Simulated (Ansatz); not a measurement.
Geometry optimisation, DFT PBE, scalar-relativistic, plane waves, PAW in Ansatz 0.2.0.

The input (input.yaml):

```yaml
accuracy: low
crystal:
  lattice:
    - [0.0, 3.57, 3.57]
    - [3.57, 0.0, 3.57]
    - [3.57, 3.57, 0.0]
  atoms:
    - { symbol: C, position: [0.0, 0.0, 0.0] }
    - { symbol: C, position: [0.125, 0.125, 0.125] }
    - { symbol: C, position: [0.0, 0.0, 0.5] }
    - { symbol: C, position: [0.125, 0.125, 0.625] }
    - { symbol: C, position: [0.0, 0.5, 0.0] }
    - { symbol: C, position: [0.125, 0.625, 0.125] }
    - { symbol: C, position: [0.0, 0.5, 0.5] }
    - { symbol: C, position: [0.125, 0.625, 0.625] }
    - { symbol: C, position: [0.5, 0.0, 0.0] }
    - { symbol: C, position: [0.625, 0.125, 0.125] }
    - { symbol: C, position: [0.5, 0.0, 0.5] }
    - { symbol: C, position: [0.625, 0.125, 0.625] }
    - { symbol: C, position: [0.5, 0.5, 0.0] }
    - { symbol: C, position: [0.625, 0.625, 0.125] }
    - { symbol: C, position: [0.5, 0.5, 0.5] }
    - { symbol: C, position: [0.625, 0.625, 0.625] }
    - { symbol: H, position: [0.7353546, 0.7506939, 0.7609734] }
total_charge: 1
basis:
  ecutwfc: 420.0
kpoints:
  mp_grid: { grid: [2, 2, 2] }
hamiltonian:
  xc: pbe
scf:
  occupations: { method: fermi_dirac, width: 0.02 }
  lower_state_search: "off"
relax:
  f_tol: 0.08
  max_steps: 25
  adjacent_minimum: "off"
output:
  write_density: true
  write_potential: true
  elf: true
  volumetric_format: npy
```

Command:

```bash
$ ansatz run input.yaml --threads 1 --pin off --max-ram 3072MiB --backend cpu --events-out ev --progress --plain --runs-dir out
```

Problem. Where does it end, and by what steps?

Solution. The run converged. The threshold is loose, so the end isn't yet a minimum. The force dipped under the threshold on the way, but the program's further checks kept it going. Limits of this set-up: coarse k mesh, low accuracy level, charged cell in a uniform background, uncorrected. After 9 steps the energy has fallen by 1.023 eV; H17 moved furthest, 0.83 Å. Joined: C13–H17, C14–H17.

```tsv
step	energy less start (eV)	largest force component (eV/Å)	accepted
0	0.0000	1.169	yes
1	-0.0947	0.429	yes
2	-0.1507	0.607	yes
3	-0.3105	1.279	yes
4	-0.5799	1.261	yes
5	-0.8611	0.758	yes
6	-0.9656	0.646	yes
7	-0.9814	0.742	yes
8	-1.0226	0.054	yes
9	-1.0226	0.053	yes
```

```xyz
17
Lattice="0.0000 3.5700 3.5700 3.5700 0.0000 3.5700 3.5700 3.5700 0.0000" Properties=species:S:1:pos:R:3
C -0.029 0.016 0.062
C 0.875 0.910 0.940
C 1.763 1.791 0.045
C 2.650 2.683 0.937
C 1.755 0.013 1.834
C 2.655 0.890 2.708
C 3.538 1.787 1.817
C 4.441 2.665 2.712
C 0.022 1.799 1.872
C 0.874 2.710 2.744
C 1.761 3.569 1.829
C 2.652 4.469 2.730
C 1.694 1.719 3.531
C 2.719 2.765 4.577
C 3.540 3.554 3.590
C 4.393 4.430 4.497
H 5.794 5.272 4.581
```

Whether the end is a true minimum wasn't checked by a vibrational analysis.

Time of the run: 24 s on 1 thread of Arm Neoverse V1 (shared host), peak memory 0.34 GiB.
